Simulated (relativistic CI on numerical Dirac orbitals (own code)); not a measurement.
# W³⁺: 5d valence photoemission multiplets

Aim: the 5d valence photoemission spectrum of W³⁺ in 3 surroundings, from the same atomic integrals.

Method: Dirac-Coulomb-Breit CI, KLI orbitals optimised for each configuration, model QED (radiative potential, 1s self-energy scaled to tabulated hydrogen-like ionisation energies), valence Slater integrals scaled by 0.8, multiplet model of photoemission in the sudden approximation in a parametric crystal field. Code: relativistic CI on numerical Dirac orbitals (own code) version 1.

### Step 1. The atom as given

```
ion            : W³⁺ (W IV)
nuclear charge : 74
electrons      : 71
configurations : [Xe] 4f14 5d3 → [Xe] 4f14 5d2
temperature    : 300 K
widths         : Lorentz 0.3 eV, Gauss 0.5 eV
surrounding 1  : D4h, 10Dq = 36550, Ds = 700, Dt = 1100 cm⁻¹
surrounding 2  : D3d, 10Dq = 20850, Dsigma = 230, Dtau = -230 cm⁻¹
surrounding 3  : D3d, 10Dq = 27250, Dsigma = -280, Dtau = -300 cm⁻¹
```

### Step 2. Surrounding 1: D4h, 10Dq = 36550, Ds = 700, Dt = 1100

The run's settings:

```ini
atom W  Z=74  charge=3  electrons=71
nucleus A=184  rms_radius_fm=5.3658
hamiltonian dirac-coulomb  breit=on  qed=on  c_scale=1
orbitals kli  potential=per-configuration
slater_scale 0.8
correlation none
mixing on
configurations
  [Xe] 4f14 5d3
  [Xe] 4f14 5d2
end
photoemission 5d valence T=300 lorentz=0.3 gauss=0.5
crystal_field D4h 10Dq=36550 Ds=700 Dt=1100
```

### Step 3. Surrounding 2: D3d, 10Dq = 20850, Dsigma = 230, Dtau = -230

Changes to the settings of step 2:

```diff
@@ -12,2 +12,2 @@
 photoemission 5d valence T=300 lorentz=0.3 gauss=0.5
-crystal_field D4h 10Dq=36550 Ds=700 Dt=1100
+crystal_field D3d 10Dq=20850 Dsigma=230 Dtau=-230
```

### Step 4. Surrounding 3: D3d, 10Dq = 27250, Dsigma = -280, Dtau = -300

Changes to the settings of step 3:

```diff
@@ -12,2 +12,2 @@
 photoemission 5d valence T=300 lorentz=0.3 gauss=0.5
-crystal_field D3d 10Dq=20850 Dsigma=230 Dtau=-230
+crystal_field D3d 10Dq=27250 Dsigma=-280 Dtau=-300
```

(Steps that only read results are left out.)

Before running it: what results should come out? Wanted: highest peak, first run; ground spin.

As calculated:

| surrounding | ground S | centroid (eV) | spread (eV) | up to four highest peaks (% of the highest), eV |
| --- | --- | --- | --- | --- |
| 1: D4h | 1.48 | 38.44 | 0.60 | 38.2 (100) |
| 2: D3d | 1.47 | 37.94 | 0.58 | 37.7 (100) |
| 3: D3d | 1.48 | 38.24 | 0.59 | 38.0 (100) |

| quantity | value |
| --- | --- |
| highest peak, first run | 38.2 eV |
| ground spin (effective S from ⟨S²⟩) | 1.48 |

The position of the maximum differs by up to 0.5 eV between the surroundings, by shifts of peaks or by peaks exchanging rank. Energies are those of the free ion without screening by ligands; binding energies in solids differ by tens of eV.
